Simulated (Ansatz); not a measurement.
# AlH3O2: the cost of one run

Computed with Ansatz 0.2.0, Gaussian basis. Level: PBE0-D4/def2-TZVP structures, single points in def2-TZVPP, no counterpoise correction.

Levels: SPW92, PBE-D4, BLYP-D4, r2SCAN-D4, B97M-V, PBE0-D4, B3LYP-D4, r2SCAN0-D4, BHLYP-D4, CAM-B3LYP-D4, wB97X-V, wB97M-V, B2PLYP, PBE-QIDH, RPA on PBE, Hartree-Fock, MP2, CCSD, CCSD(T).

Correlated methods freeze the cores. Filled d shells of the heavier atoms are correlated. B3LYP uses VWN-RPA correlation. B2PLYP carries no dispersion term here.

94 further runs of the same task are left out: 94 set aside as unsound or not needed.

### Step 1. Where the work starts

The complex: 10 atoms, charge 0, spin multiplicity 1.

Atoms are counted from 1 here; the program's logs count them from 0.

Bond lengths: Al1–H2 1.584 Å, Al1–O3 1.715 Å, Al1–O4 1.711 Å, Al1–As6 2.717 Å, O3–H7 0.955 Å, O4–H8 0.956 Å, H5–As6 1.511 Å, As6–H9 1.509 Å, As6–H10 1.509 Å. Angles: H2–Al1–O3 121.1°, H2–Al1–O4 118.2°, H2–Al1–As6 100.4°, O3–Al1–O4 116.4°, O3–Al1–As6 97.1°, O4–Al1–As6 93.1°, Al1–O3–H7 121.9°, Al1–O4–H8 120.9°, Al1–As6–H5 125.2°, Al1–As6–H9 115.5°, Al1–As6–H10 120.3°, H5–As6–H9 96.6°, H5–As6–H10 96.6°, H9–As6–H10 96.7°.

Geometry (Å):

```
Al   -1.0363   -0.0486   -0.6273
H    -0.9842   -1.0494   -1.8537
O    -0.8914    1.6445   -0.8589
O    -1.8361   -0.5564    0.7977
H     2.7390   -0.1638   -0.2597
As    1.4301   -0.4526    0.4380
H    -0.7835    2.0285   -1.7267
H    -2.1818    0.0816    1.4199
H     1.7288    0.3258    1.6955
H     1.8154   -1.8097    0.9749
```

Its parts: AlH₃O₂ holds atoms 1, 2, 3, 4, 7, 8; AsH₃ holds atoms 5, 6, 9, 10. Each part counts its atoms afresh in its own runs.

### Step 2. Relaxing AlH₃O₂ alone

relax-a/in.yaml

```yaml
crystal:
  periodic: [false, false, false]
  atoms:
    - {symbol: Al, position_ang: [-1.036291, -0.048568, -0.627307]}
    - {symbol: H, position_ang: [-0.984238, -1.049373, -1.853695]}
    - {symbol: O, position_ang: [-0.891413, 1.644495, -0.858861]}
    - {symbol: O, position_ang: [-1.836072, -0.556395, 0.797685]}
    - {symbol: H, position_ang: [-0.783483, 2.028472, -1.726663]}
    - {symbol: H, position_ang: [-2.181782, 0.081618, 1.419856]}
basis:
  gaussian: {orbitals: def2-TZVP}
hamiltonian: {xc: pbe0, dispersion: d4}
relax: {f_tol: 0.005, max_steps: 200}
```

On the command line:

```console
$ ansatz run in.yaml --threads 8 --pin off --events-out ev --progress --plain --max-ram 19148MiB
```

**Question.** How long does this run take on 8 threads of Arm Neoverse V1, shared host?

About 3.6 s.
